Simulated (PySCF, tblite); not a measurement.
# C6H4ClFO+ (doublet): geometry, infrared bands and EPR parameters

Aim: predict the infrared bands and EPR parameters of C6H4ClFO+ (doublet) (`O[C+]1[C](F)C=CC=C1Cl`).

Programs: tblite 0.8.0 and PySCF 2.14.0, with density-fitted response routines of our own. Each step states its level of theory. These are calculated values for one molecule in the gas phase, unless marked as measured. Atoms count from 0, in the outputs and in this text.

**1. The starting structure**

13 atoms, charge 1, multiplicity 2; geometry from: force field or distance geometry start.

Bonds of the start (Å): O0–C1 1.36, C1–C2 1.44, C2–F3 1.36, C2–C4 1.44, C4–C5 1.34, C5–C6 1.47, C6–C7 1.35, C7–Cl8 1.71, C7–C1 1.46, O0–H9 0.99, C4–H10 1.09, C5–H11 1.09, C6–H12 1.08.

**2. Relaxing the molecule with GFN2-xTB**

Job settings and geometry (Å):

```
{"job": {"kind": "relax", "xc": "GFN2-xTB", "basis": "xTB"}, "charge": 1, "multiplicity": 2}
O     -1.093300     2.215100     0.295700
C     -0.465100     1.020000     0.124500
C     -1.231500    -0.191500    -0.007300
F     -2.585700    -0.118800     0.005100
C     -0.579900    -1.462800    -0.174900
C      0.764300    -1.486300    -0.204600
C      1.564800    -0.257900    -0.058100
C      0.993700     0.953700     0.112300
Cl     1.942600     2.368400     0.280200
H     -2.073200     2.106000     0.298600
H     -1.184500    -2.356200    -0.291300
H      1.303800    -2.423800    -0.326900
H      2.639600    -0.365500    -0.071100
```

On the command line:

```console
$ OMP_NUM_THREADS=1 python probes_run.py task.json out
```

The driver reads the jobs from task.json and runs them one after another.

**Question.** This job is followed by: GFN2-xTB harmonic vibrations, gas phase; UKS B3LYP, pcH-1 on C Cl F H O, non-relativistic, mean-field spin-orbit, GIAO. What will the session give for the following? strongest single infrared mode (GFN2-xTB); zero-point energy (GFN2-xTB); g(iso) (B3LYP); ⟨S²⟩; largest a(iso).

The runs gave:

```
                                 quantity                  value
strongest single infrared mode (GFN2-xTB)  1434 cm⁻¹, 375 km/mol
             zero-point energy (GFN2-xTB)          51.9 kcal/mol
                           g(iso) (B3LYP)                2.00717
                                     ⟨S²⟩     0.761 (exact 0.75)
                           largest a(iso)    13C on C5, 22.6 MHz
```

Over 21 steps the energy fell by 0.441 eV; of the close pairs, C5–C6 changed most, 1.474 to 1.382 Å. All 33 modes are real, so the xTB geometry is a minimum. The strongest single mode, at 1434 cm⁻¹, moves mainly C1. GFN2-xTB is a fitted tight-binding method: band positions and strengths are rough. Its intensities can rank the bands wrongly. The largest spin populations lie on C5 (0.30 e), C1 (0.27 e). The isotropic g lies 4.9 ppt above the free-electron value.
